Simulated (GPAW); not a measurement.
A run of GPAW 26.7.0:

File run.py:

```python
import numpy as np
from ase import Atoms
from ase.units import Ha
from gpaw import PW, setup_paths
from gpaw.dft import DFT
from gpaw.hubbard import aoom

setup_paths.insert(0, '.')

atoms = Atoms(['Ru', 'Se'],
              cell=[[3.18769231, 0.0, 0.0],
                    [0.0, 3.18769231, 0.0],
                    [0.0, 0.0, 3.18769231]],
              scaled_positions=[[0.0, 0.0, 0.0],
                                [0.5, 0.5, 0.5]],
              pbc=True)
atoms.set_initial_magnetic_moments([4.0, 0.0])

def hold(setup, l, U, n_smm):
    """Build the Hubbard potential of this atom from a typed occupation matrix."""
    free = setup.hubbard_u.calculate

    def calculate(setup, D_sii):
        energy, dH_sii = free(setup, D_sii)
        m = 2 * l + 1
        first = np.cumsum([0] + [2 * x + 1 for x in setup.l_j])
        blocks = [slice(first[j], first[j] + m) for j, x in enumerate(setup.l_j) if x == l]
        for s, n_mm in enumerate(n_smm):
            _, V_ii = aoom(D_sii[s], l, setup.l_j, setup.n_j, setup.N0_q)
            for i1 in blocks:
                for i2 in blocks:
                    V_ii[i1, i2] *= U / Ha / 2 * (np.eye(m) - 2 * np.array(n_mm))
            dH_sii[s] = V_ii
        return energy, dH_sii

    setup.hubbard_u.calculate = calculate
    return free

# occupation matrices [spin][m][m'] in real spherical harmonics, m = -l ... l
start = {
    0: [[[1.0, 0.0, 0.0, 0.0, 0.0],
         [0.0, 1.0, 0.0, 0.0, 0.0],
         [0.0, 0.0, 1.0, 0.0, 0.0],
         [0.0, 0.0, 0.0, 1.0, 0.0],
         [0.0, 0.0, 0.0, 0.0, 1.0]],
        [[0.2, 0.0, 0.0, 0.0, 0.0],
         [0.0, 0.2, 0.0, 0.0, 0.0],
         [0.0, 0.0, 0.2, 0.0, 0.0],
         [0.0, 0.0, 0.0, 0.2, 0.0],
         [0.0, 0.0, 0.0, 0.0, 0.2]]],
}

dft = DFT(atoms,
          mode=PW(600),
          xc='PBEsol',
          kpts={'size': (6, 6, 6), 'gamma': True},
          occupations={'name': 'methfessel-paxton', 'order': 0, 'width': 0.05},
          setups={0: ':d,2.0'},
          nbands=24,
          convergence={'density': 0.0001, 'energy': 1e-05},
          maxiter=120,
          symmetry={'point_group': False},
          converge=False,
          txt='gpaw.txt')
free = {a: hold(dft.setups[a], l, 2, start[a]) for a, l in {0: 2}.items()}
dft.converge(steps=9)
for a, calculate in free.items():
    dft.setups[a].hubbard_u.calculate = calculate
dft.converge()
print(f'Energy: {dft.calculate_energy():.6f} eV')
print('Forces (eV/A):')
print(dft.calculate_forces().round(4))
print('Stress (eV/A^3):', dft.calculate_stress().round(6))
print('Moments:', dft.magmoms()[1][:, 2].round(3))
dft.write_converged()
dft.write_gpw_file('gs.gpw')
for a, l in {0: 2}.items():
    setup = dft.setups[a]
    for s, D_ii in enumerate(dft.density.D_asii[a]):
        n_mm = aoom(D_ii, l, setup.l_j, setup.n_j, setup.N0_q)[0]
        print(f'atom {a} spin {s} trace {n_mm.trace():.4f} eigenvalues', *np.linalg.eigvalsh(n_mm).round(3))
        np.savetxt(f'occupation-{a}-{s}.dat', n_mm, fmt='%8.4f')
```

Potentials or basis: PAW data sets generated in the run's folder for this functional, pw.

The run is started by

```sh
$ gpaw-setup -f PBEsol Ru Se
$ OMP_NUM_THREADS=1 python run.py
```

Hardware: 1 thread of Intel(R) Xeon(R) Processor @ 2.70GHz, on a shared host.

Task: How long does it take, and how much memory?

Result: Run time: 8.4 min on 1 thread of Intel(R) Xeon(R) Processor @ 2.70GHz, with other jobs on the host, peak memory 0.26 GiB. Counts: scf iterations 66, plane waves 1108, bands 24, k points 112.
